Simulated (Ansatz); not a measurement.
**C₂H₅BCl₂: a ladder of functionals and wavefunction methods**

How much do the methods differ for C₂H₅BCl₂? The plan is to run it at one geometry with functionals of several rungs and with coupled cluster, and see how far each lands from CCSD(T) at the basis-set limit for the atomisation energy.

The runs use Ansatz 0.2.0, Gaussian basis; functionals in def2-TZVPP, the program's frozen cores in correlated methods.

The runs, in order: LDA (SPW92), PBE-D4, revPBE-D4, BLYP-D4, r2SCAN-D4, B97M-V, PBE0-D4, B3LYP-D4, r2SCANh-D4, r2SCAN0-D4, HSE06-D4, BHLYP-D4, CAM-B3LYP-D4, LC-ωPBE, ωB97X-V, ωB97M-V, B2PLYP, PBE-QIDH; CCSD(T)/def2-SVP; CCSD(T)/def2-TZVPP; MP2/def2-QZVPP; extrapolation to the limit; RPA on PBE.

### 1 Structure used throughout

The geometry comes from an earlier relaxation with PBE0-D4 in a triple-zeta def2 set; it is a stationary point, not always the lowest conformer.

SMILES `BC(C)(Cl)Cl`, 10 atoms, charge 0, spin multiplicity 1.

Atoms are counted from 1 here; the program's logs count them from 0.

Bond lengths: B1–C2 1.558 Å, B1–H6 1.194 Å, B1–H7 1.190 Å, C2–C3 1.495 Å, C2–Cl4 1.898 Å, C2–Cl5 1.748 Å, C3–H8 1.093 Å, C3–H9 1.091 Å, C3–H10 1.090 Å. Angles: C2–B1–H6 117.2°, C2–B1–H7 119.4°, H6–B1–H7 122.7°, B1–C2–C3 123.8°, B1–C2–Cl4 74.5°, B1–C2–Cl5 118.9°, C3–C2–Cl4 109.5°, C3–C2–Cl5 111.9°, Cl4–C2–Cl5 109.9°, C2–C3–H8 107.7°, C2–C3–H9 112.0°, C2–C3–H10 110.0°, H8–C3–H9 108.3°, H8–C3–H10 108.7°, H9–C3–H10 110.0°.

Geometry (Å):

| atom | x (Å) | y (Å) | z (Å) |
| --- | --- | --- | --- |
| B1 | -0.82137 | 1.20002 | -0.12613 |
| C2 | -0.00566 | -0.08840 | -0.44625 |
| C3 | 0.89914 | -0.76500 | 0.53342 |
| Cl4 | -1.78972 | -0.67352 | -0.17004 |
| Cl5 | 0.47219 | -0.39832 | -2.09915 |
| H6 | -0.83519 | 1.56915 | 1.00887 |
| H7 | -1.25261 | 1.85509 | -1.02061 |
| H8 | 1.88686 | -0.30432 | 0.44723 |
| H9 | 0.99890 | -1.83147 | 0.32775 |
| H10 | 0.53046 | -0.61443 | 1.54791 |

### 2 LDA

This LDA is Slater exchange with PW92 correlation.

The input, in.yaml:

```yaml
crystal:
  periodic: [false, false, false]
  atoms:
    - {symbol: B, position_ang: [-0.821365, 1.200021, -0.126130]}
    - {symbol: C, position_ang: [-0.005664, -0.088396, -0.446254]}
    - {symbol: C, position_ang: [0.899139, -0.764998, 0.533419]}
    - {symbol: Cl, position_ang: [-1.789721, -0.673517, -0.170036]}
    - {symbol: Cl, position_ang: [0.472192, -0.398319, -2.099154]}
    - {symbol: H, position_ang: [-0.835187, 1.569151, 1.008868]}
    - {symbol: H, position_ang: [-1.252610, 1.855089, -1.020609]}
    - {symbol: H, position_ang: [1.886860, -0.304322, 0.447232]}
    - {symbol: H, position_ang: [0.998898, -1.831473, 0.327751]}
    - {symbol: H, position_ang: [0.530459, -0.614435, 1.547913]}
basis:
  gaussian: {orbitals: def2-TZVPP}
hamiltonian: {xc: lda}
output: {orbitals: {seedname: orbitals}}
```

Run with:

```console
$ ansatz run in.yaml --threads 4 --pin off --events-out ev --progress --plain --max-ram 10444MiB
```

After this run come: PBE-D4 (GGA); revPBE-D4 (GGA); BLYP-D4 (GGA); r2SCAN-D4 (meta-GGA); B97M-V (meta-GGA); PBE0-D4 (hybrid); B3LYP-D4 (hybrid); r2SCANh-D4 (hybrid); r2SCAN0-D4 (hybrid); HSE06-D4 (hybrid); BHLYP-D4 (hybrid); CAM-B3LYP-D4 (range-separated); LC-ωPBE (range-separated); ωB97X-V (range-separated); ωB97M-V (range-separated); B2PLYP (double hybrid); PBE-QIDH (double hybrid); CCSD(T) in def2-SVP; CCSD(T) in def2-TZVPP; MP2 in def2-QZVPP; RPA on PBE orbitals.

**Question.** What will the summary of the whole plan be? Wanted: atomisation energy, CCSD(T)/CBS; farthest beyond LDA; mean size of error, GGA; mean size of error, meta-GGA; mean size of error, hybrid; mean size of error, range-separated; mean size of error, double hybrid; gap, smallest and largest; T1 diagnostic.

The runs gave:

| quantity | value |
| --- | --- |
| atomisation energy, CCSD(T)/CBS | 840.7 kcal/mol |
| functionals within 4.2 kcal/mol (0.5 %) | BLYP-D4, B3LYP-D4, r2SCAN0-D4, CAM-B3LYP-D4, LC-ωPBE, ωB97X-V |
| farthest beyond LDA | PBE-D4 (+26.4 kcal/mol) |
| mean size of error, GGA | 11.4 kcal/mol |
| mean size of error, meta-GGA | 9.6 kcal/mol |
| mean size of error, hybrid | 9.2 kcal/mol |
| mean size of error, range-separated | 3.7 kcal/mol |
| mean size of error, double hybrid | 6.4 kcal/mol |
| gap, smallest and largest | 4.90 eV (LDA (SPW92)), 12.57 eV (LC-ωPBE) |
| T1 diagnostic | 0.0111 |
| triples share of the correlation energy | 4.3 % |

The LDA atomisation energy is off by 132.6 kcal/mol (16 %): it overbinds. PBE-D4 misses by +26.4 kcal/mol. Double hybrids carry the basis error of their MP2 part in triple zeta, and no dispersion term here, so their miss is partly the set-up's. By mean error the best rung here is range-separated (3.7 kcal/mol) and the worst beyond LDA is GGA (11.4 kcal/mol). meta-GGA functionals lie within the reference's doubt of that worst mean (9.6 kcal/mol), so those two tie. The reference freezes the cores and leaves out relativity and excitations past (T), so misses under about 4.2 kcal/mol can't be ranked. Hartree-Fock recovers 74 % of the binding; the rest is correlation. CCSD(T) in def2-SVP is off by -39.5 kcal/mol, which most functionals beat. The gap grows from 4.9 to 12.6 eV across the functionals, mostly with the share of exact exchange.
